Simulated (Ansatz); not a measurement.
NbRu3C:

```xyz
5
Lattice="4.0651 0.0000 0.0000 0.0000 4.0651 0.0000 0.0000 0.0000 4.0651" Properties=species:S:1:pos:R:3 pbc="T T T"
Ru    2.0326    2.0326    0.0000
Ru    2.0326    0.0000    2.0326
Ru    0.0000    2.0326    2.0326
Nb    0.0000    0.0000    0.0000
C     2.0326    2.0326    2.0326
```

The cell comes from a database or a generator and needn't be the stable form of this composition.

Base run:

```yaml
Program: Ansatz 0.2.0
Functional: RPBE
Potentials_or_basis: Ansatz PAW
Cutoff: "420 eV (not typed: the program's choice for these potentials)"
k_mesh: 7 × 7 × 7
Occupations: fermi-dirac, width 0.05 eV
Spin: no spin polarisation
```

Its results: band gap on the k mesh none (metal or under the smearing width); pressure 0.5 GPa.

Problem. After a change of settings the same cell gave: band gap on the k mesh none (metal or under the smearing width); pressure -0.6 GPa. Which change was it?
A. functional from RPBE to r2SCAN; cutoff from 420 eV (not typed: the program's choice for these potentials) to 500 eV (not typed: the program's choice for these potentials)
B. functional from RPBE to BLYP
C. functional from RPBE to PBEsol
D. functional from RPBE to revPBE

Solution. D.

Caveats: the PAW data sets come from PBE, with cores solved anew for the run's functional, which leaves a small shift of forces and pressure; the density of states is complete only up to the lowest level of the last band computed.
